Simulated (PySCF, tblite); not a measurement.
# C5H7FO: a rotation path, then NMR shifts on frames, part 2 of 2

tblite 0.8.0 and PySCF 2.14.0. Atoms count from 0. The steps go on from the part before.

## Step 5: NMR shieldings: image 6, PBE0/pcSseg-1

Job settings and geometry (Å):

```
{"job": {"kind": "nmr", "xc": "PBE0", "basis": "pcSseg-1", "pop": false}, "charge": 0, "multiplicity": 1}
C     -1.655000    -0.153600     0.742500
C     -1.132800     0.816600    -0.255800
C      0.009100     0.773500    -0.934600
F      0.222800     1.757700    -1.846900
C      1.133500    -0.217400    -0.936800
C      1.651200    -0.644700     0.412200
O      1.627900    -0.586800    -1.971300
H     -1.108600    -1.090700     0.741400
H     -1.612500     0.282500     1.741000
H     -2.700900    -0.364900     0.526000
H     -1.786300     1.652100    -0.473100
H      0.878200    -1.124500     1.003500
H      2.480800    -1.332500     0.270000
H      1.992000     0.232100     0.959700
```

Level: GIAO PBE0/pcSseg-1 NMR shielding, non-relativistic, gas phase.

Output:

```text
coarse grid: 11944 points
cycle   1  E = -369.1106194282  dE =  9.812e-01  |g| = 9.011e-01  |ddm| = 3.320e+00
cycle   2  E = -368.6121068238  dE =  4.985e-01  |g| = 1.851e+00  |ddm| = 2.637e+00
cycle   3  E = -369.2615793006  dE = -6.495e-01  |g| = 1.939e-01  |ddm| = 2.074e+00
cycle   4  E = -369.2686266900  dE = -7.047e-03  |g| = 8.254e-02  |ddm| = 2.041e-01
cycle   5  E = -369.2697675728  dE = -1.141e-03  |g| = 2.747e-02  |ddm| = 7.887e-02
cycle   6  E = -369.2699407909  dE = -1.732e-04  |g| = 7.253e-03  |ddm| = 2.707e-02
cycle   7  E = -369.2699511112  dE = -1.032e-05  |g| = 2.825e-03  |ddm| = 7.042e-03
cycle   8  E = -369.2699525701  dE = -1.459e-06  |g| = 7.020e-04  |ddm| = 2.519e-03
final grid: 116456 points
cycle   9  E = -369.3287532766  dE = -1.547e-05  |g| = 1.289e-02  |ddm| = 2.303e-02
cycle  10  E = -369.3286642759  dE =  8.900e-05  |g| = 2.525e-02  |ddm| = 2.767e-02
cycle  11  E = -369.3287856384  dE = -1.214e-04  |g| = 2.305e-03  |ddm| = 2.028e-02
cycle  12  E = -369.3287867375  dE = -1.099e-06  |g| = 3.227e-04  |ddm| = 1.859e-03
cycle  13  E = -369.3287867514  dE = -1.389e-08  |g| = 1.840e-04  |ddm| = 4.383e-04
cycle  14  E = -369.3287867577  dE = -6.283e-09  |g| = 3.650e-05  |ddm| = 1.524e-04
cycle  15  E = -369.3287867580  dE = -2.739e-10  |g| = 1.553e-05  |ddm| = 3.873e-05
converged SCF energy = -369.3287867580

GIAO shielding tensors (ppm)
atom      isotropic    diamagn.    paramagn.     s11        s22        s33       span
  0 C      172.467     249.827     -77.360    160.166    174.972    182.263     22.097
  1 C       68.843     259.737    -190.895    -28.609     76.094    159.043    187.651
  2 C       22.558     253.243    -230.686    -74.476     59.935     82.215    156.691
  3 F      277.111     474.499    -197.388    202.317    305.224    323.792    121.476
  4 C      -11.854     247.909    -259.763   -109.914    -23.157     97.509    207.423
  5 C      151.545     253.406    -101.861    130.646    135.091    188.898     58.253
  6 O     -371.941     395.160    -767.101  -1022.565   -441.721    348.462   1371.027
  7 H       29.714      31.956      -2.242     25.354     29.779     34.009      8.655
  8 H       29.707      29.615       0.091     25.916     27.264     35.939     10.022
  9 H       29.790      28.323       1.467     25.387     27.504     36.479     11.092
 10 H       25.719      30.515      -4.797     22.832     25.160     29.164      6.333
 11 H       29.040      31.949      -2.909     25.342     29.486     32.291      6.949
 12 H       29.381      29.189       0.192     26.255     27.508     34.379      8.123
 13 H       29.274      30.115      -0.841     26.453     28.642     32.726      6.274
```

It took 43 s on 1 thread, shared host.

In short: δ C4 198.8, C2 164.4, C1 118.1, C5 35.4, H10 6.00, H11 2.68 ppm.

## Step 6: Nuclear shieldings: image 7, PBE0/pcSseg-1

Job settings and geometry (Å):

```
{"job": {"kind": "nmr", "xc": "PBE0", "basis": "pcSseg-1", "pop": false}, "charge": 0, "multiplicity": 1}
C     -1.601800    -0.062200     0.834400
C     -1.129900     0.792000    -0.284300
C      0.003400     0.749200    -0.984000
F      0.113100     1.656600    -1.990000
C      1.201800    -0.138400    -0.944900
C      1.580400    -0.747200     0.381000
O      1.859900    -0.311400    -1.940900
H     -1.014300    -0.962600     0.966800
H     -1.580200     0.509100     1.762800
H     -2.638800    -0.343000     0.655400
H     -1.828600     1.563400    -0.585600
H      0.861200    -1.506200     0.677000
H      2.555800    -1.216000     0.276000
H      1.617500     0.016100     1.154100
```

Method: GIAO PBE0/pcSseg-1 NMR shielding, non-relativistic, gas phase.

Output:

```text
coarse grid: 11944 points
cycle   1  E = -369.1113624640  dE =  9.850e-01  |g| = 9.039e-01  |ddm| = 3.340e+00
cycle   2  E = -368.5988315639  dE =  5.125e-01  |g| = 1.868e+00  |ddm| = 2.859e+00
cycle   3  E = -369.2634142826  dE = -6.646e-01  |g| = 1.943e-01  |ddm| = 2.270e+00
cycle   4  E = -369.2704143531  dE = -7.000e-03  |g| = 8.730e-02  |ddm| = 2.099e-01
cycle   5  E = -369.2717478155  dE = -1.333e-03  |g| = 3.045e-02  |ddm| = 8.837e-02
cycle   6  E = -369.2719700852  dE = -2.223e-04  |g| = 7.712e-03  |ddm| = 3.034e-02
cycle   7  E = -369.2719819970  dE = -1.191e-05  |g| = 2.945e-03  |ddm| = 7.475e-03
cycle   8  E = -369.2719835197  dE = -1.523e-06  |g| = 7.044e-04  |ddm| = 2.668e-03
final grid: 116456 points
cycle   9  E = -369.3306444897  dE = -2.093e-05  |g| = 1.257e-02  |ddm| = 2.671e-02
cycle  10  E = -369.3305583352  dE =  8.615e-05  |g| = 2.470e-02  |ddm| = 2.826e-02
cycle  11  E = -369.3306752936  dE = -1.170e-04  |g| = 2.306e-03  |ddm| = 2.077e-02
cycle  12  E = -369.3306763932  dE = -1.100e-06  |g| = 3.041e-04  |ddm| = 1.984e-03
cycle  13  E = -369.3306764044  dE = -1.122e-08  |g| = 1.751e-04  |ddm| = 4.063e-04
cycle  14  E = -369.3306764094  dE = -4.986e-09  |g| = 3.541e-05  |ddm| = 1.456e-04
cycle  15  E = -369.3306764097  dE = -2.441e-10  |g| = 1.654e-05  |ddm| = 3.833e-05
converged SCF energy = -369.3306764097

GIAO shielding tensors (ppm)
atom      isotropic    diamagn.    paramagn.     s11        s22        s33       span
  0 C      171.668     249.984     -78.317    158.957    174.118    181.928     22.971
  1 C       64.659     259.894    -195.235    -32.772     69.380    157.367    190.139
  2 C       22.732     252.520    -229.788    -68.338     58.250     78.284    146.622
  3 F      279.422     474.779    -195.357    203.251    305.308    329.708    126.456
  4 C       -7.942     248.175    -256.117   -105.567    -14.962     96.703    202.270
  5 C      152.741     253.675    -100.934    134.335    138.390    185.498     51.163
  6 O     -361.228     394.363    -755.592  -1005.404   -428.986    350.706   1356.109
  7 H       29.523      32.277      -2.753     24.819     29.372     34.379      9.559
  8 H       29.648      29.464       0.183     25.859     27.141     35.942     10.083
  9 H       29.733      28.433       1.300     25.341     27.524     36.333     10.992
 10 H       25.528      30.280      -4.752     22.451     24.448     29.686      7.235
 11 H       29.187      31.422      -2.235     25.541     30.068     31.952      6.410
 12 H       29.292      28.984       0.308     25.993     27.613     34.269      8.276
 13 H       29.387      31.071      -1.684     26.351     29.427     32.383      6.032
```

Run time: 43 s. Hardware: 1 thread, shared host.

This run: δ C4 194.9, C2 164.2, C1 122.3, C5 34.2, H10 6.19, H11 2.53 ppm.

## Step 7: Shielding tensors: image 8, PBE0/pcSseg-1

Job settings and geometry (Å):

```
{"job": {"kind": "nmr", "xc": "PBE0", "basis": "pcSseg-1", "pop": false}, "charge": 0, "multiplicity": 1}
C     -1.537200     0.051900     0.936100
C     -1.143000     0.743500    -0.316300
C     -0.015300     0.705900    -1.029600
F     -0.010400     1.487500    -2.141700
C      1.282900    -0.008700    -0.897800
C      1.502700    -0.883200     0.309600
O      2.131100     0.127500    -1.746300
H     -0.845900    -0.718400     1.250600
H     -1.628500     0.790300     1.734000
H     -2.522800    -0.392200     0.799100
H     -1.909300     1.400900    -0.713500
H      0.811400    -1.722600     0.294400
H      2.519700    -1.266900     0.273300
H      1.363800    -0.316100     1.225900
```

Level: GIAO PBE0/pcSseg-1 NMR shielding, non-relativistic, gas phase.

Output:

```text
coarse grid: 11944 points
cycle   1  E = -369.1108043551  dE =  9.868e-01  |g| = 9.054e-01  |ddm| = 3.370e+00
cycle   2  E = -368.5889720460  dE =  5.218e-01  |g| = 1.879e+00  |ddm| = 3.076e+00
cycle   3  E = -369.2637305821  dE = -6.748e-01  |g| = 1.937e-01  |ddm| = 2.459e+00
cycle   4  E = -369.2706033877  dE = -6.873e-03  |g| = 9.075e-02  |ddm| = 2.126e-01
cycle   5  E = -369.2720942822  dE = -1.491e-03  |g| = 3.233e-02  |ddm| = 9.542e-02
cycle   6  E = -369.2723502008  dE = -2.559e-04  |g| = 7.780e-03  |ddm| = 3.172e-02
cycle   7  E = -369.2723623689  dE = -1.217e-05  |g| = 2.949e-03  |ddm| = 7.514e-03
cycle   8  E = -369.2723638651  dE = -1.496e-06  |g| = 7.006e-04  |ddm| = 2.739e-03
final grid: 116456 points
cycle   9  E = -369.3322432669  dE = -2.421e-05  |g| = 1.324e-02  |ddm| = 2.886e-02
cycle  10  E = -369.3321462270  dE =  9.704e-05  |g| = 2.613e-02  |ddm| = 3.058e-02
cycle  11  E = -369.3322773033  dE = -1.311e-04  |g| = 2.450e-03  |ddm| = 2.290e-02
cycle  12  E = -369.3322785612  dE = -1.258e-06  |g| = 3.118e-04  |ddm| = 2.253e-03
cycle  13  E = -369.3322785735  dE = -1.228e-08  |g| = 1.690e-04  |ddm| = 4.069e-04
cycle  14  E = -369.3322785777  dE = -4.185e-09  |g| = 3.233e-05  |ddm| = 1.382e-04
cycle  15  E = -369.3322785779  dE = -1.860e-10  |g| = 1.548e-05  |ddm| = 3.628e-05
converged SCF energy = -369.3322785779

GIAO shielding tensors (ppm)
atom      isotropic    diamagn.    paramagn.     s11        s22        s33       span
  0 C      170.900     250.216     -79.316    158.154    173.953    180.594     22.439
  1 C       61.543     260.117    -198.574    -35.916     65.077    155.468    191.384
  2 C       23.986     252.008    -228.022    -62.340     58.741     75.556    137.896
  3 F      284.050     475.241    -191.191    206.824    309.246    336.079    129.256
  4 C       -5.221     248.450    -253.672   -102.525     -8.872     95.733    198.258
  5 C      153.992     253.932     -99.940    137.040    142.966    181.971     44.931
  6 O     -359.656     393.851    -753.507  -1007.040   -419.427    347.500   1354.539
  7 H       29.333      32.461      -3.128     24.629     28.924     34.446      9.817
  8 H       29.601      29.108       0.493     25.602     27.168     36.033     10.431
  9 H       29.693      28.683       1.010     25.429     27.481     36.169     10.740
 10 H       25.386      30.059      -4.673     22.358     23.762     30.037      7.678
 11 H       29.336      31.175      -1.839     26.040     29.774     32.195      6.156
 12 H       29.320      28.883       0.437     25.950     27.751     34.259      8.308
 13 H       29.364      31.542      -2.178     25.983     30.094     32.015      6.032
```

It took 42 s on 1 thread, shared host.

This run: δ C4 192.1, C2 162.9, C1 125.4, C5 32.9, H10 6.33, H12 2.40 ppm.

## Step 8: Comparing the runs: NMR shifts

Shifts (ppm) of some atoms, chosen among heavy atoms and hydrogens apart, with basis size and wall time:

```tsv
frame	C4	C2	C1	H10	H7	F3	O6	functions	time
image 0	201.2	162.4	130.8	6.20	4.06	-125.1	649.6	154	58 s
image 3	203.0	166.3	113.9	5.57	1.93	-118.5	708.9	154	42 s
image 6	198.8	164.4	118.1	6.00	2.00	-106.2	708.0	154	43 s
image 7	194.9	164.2	122.3	6.19	2.19	-108.5	697.3	154	43 s
image 8	192.1	162.9	125.4	6.33	2.38	-113.1	695.7	154	42 s
```

## Step 9: What came out

What follows sums up all 2 parts.

```
                                         quantity                                         value
                                          barrier            0.329 eV (7.6 kcal/mol) at image 6
                            end to end (GFN2-xTB)                                      0.308 eV
  13C shifts against TMS (PBE0/pcSseg-1, image 0)           201.2, 162.4, 130.8, 31.6, 14.2 ppm
   1H shifts against TMS (PBE0/pcSseg-1, image 0)  6.20, 4.06, 2.57, 2.53, 2.07, 1.77, 1.63 ppm
19F shifts against CFCl3 (PBE0/pcSseg-1, image 0)                                    -125.1 ppm
  17O shifts against H2O (PBE0/pcSseg-1, image 0)                                     649.6 ppm
            surface potential, 1st and 99th percentile                            -1.50 V and 1.00 V
                         range of the shift of O6                            649.6 to 708.9 ppm
```

What this shows: Along the band the dihedral turns by 179°, and the top (dihedral 135°) lies 7.6 kcal/mol above the start (GFN2-xTB, rough), so at room temperature this motion is fast. The top was not checked by a frequency run. Shifts at one fixed geometry are not the observed spectrum, which averages over the motion. In the first frame run (image 0): Shielding is most anisotropic at O6 (span 1244 ppm, paramagnetic term -717 ppm). By nearest atom (PBE0/pcSseg-1), the HOMO sits on O6 55 %; C2 11 % and the LUMO on C1, C4 about 25 % each; O6 21 %. Across the 5 runs the shift of O6 moves most, between 649.6 (image 0) and 708.9 ppm (image 3).
